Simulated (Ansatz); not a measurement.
**CHBr₂Cl: how energies converge with the basis set**

Aim: see how fast density functionals converge with the basis set for CHBr₂Cl.

Program: Ansatz 0.2.0, Gaussian basis. Level of theory: one geometry, several basis sets. These are calculated values, not measurements.

The runs, in order: PBE0-D4/def2-SVP; ωB97M-V/def2-SVP; PBE0-D4/def2-QZVPP; ωB97M-V/def2-QZVPP; the functionals' def2-TZVPP values are taken from earlier runs.

### 1 The geometry

The geometry comes from an earlier relaxation with PBE0-D4 in a triple-zeta def2 set; it is a stationary point.

SMILES `ClC(Br)Br`, 5 atoms, charge 0, spin multiplicity 1.

Atoms are counted from 1 here; the program's logs count them from 0.

Bond lengths: Cl1–C2 1.749 Å, C2–Br3 1.928 Å, C2–Br4 1.928 Å, C2–H5 1.083 Å. Angles: Cl1–C2–Br3 111.6°, Cl1–C2–Br4 111.6°, Cl1–C2–H5 108.5°, Br3–C2–Br4 111.4°, Br3–C2–H5 106.7°, Br4–C2–H5 106.7°.

### 2 PBE0-D4 in def2-SVP

The input, in.yaml:

```yaml
crystal:
  periodic: [false, false, false]
  atoms:
    - {symbol: Cl, position_ang: [-0.653944, 0.356493, 1.574626]}
    - {symbol: C, position_ang: [0.066471, 0.094289, 0.002685]}
    - {symbol: Br, position_ang: [1.219463, -1.450850, -0.001404]}
    - {symbol: Br, position_ang: [-1.270883, -0.021733, -1.381109]}
    - {symbol: H, position_ang: [0.688792, 0.948200, -0.236098]}
basis:
  gaussian: {orbitals: def2-SVP}
hamiltonian: {xc: pbe0, dispersion: d4}
output: {orbitals: {seedname: orbitals}}
```

On the command line:

```bash
> ansatz run in.yaml --threads 4 --pin off --events-out ev --progress --plain --max-ram 10444MiB
```

The runs that follow: ωB97M-V in def2-SVP; PBE0-D4 in def2-QZVPP; ωB97M-V in def2-QZVPP.

Q: Predict the results of all the runs planned. Wanted: PBE0-D4: double and triple zeta above quadruple; ωB97M-V: double and triple zeta above quadruple.

The runs gave:

| quantity | value |
| --- | --- |
| PBE0-D4: double and triple zeta above quadruple | 25.91, 3.29 eV |
| ωB97M-V: double and triple zeta above quadruple | 25.70, 3.17 eV |

In words: PBE0-D4 gains 22.62 eV from double to triple zeta, then 3.29 eV more. Total energies overstate the basis error of differences, where much of it tends to cancel. The LUMO of ωB97M-V is positive and keeps falling with the basis (0.97 to 0.38 eV): an unbound level that the basis holds in place.
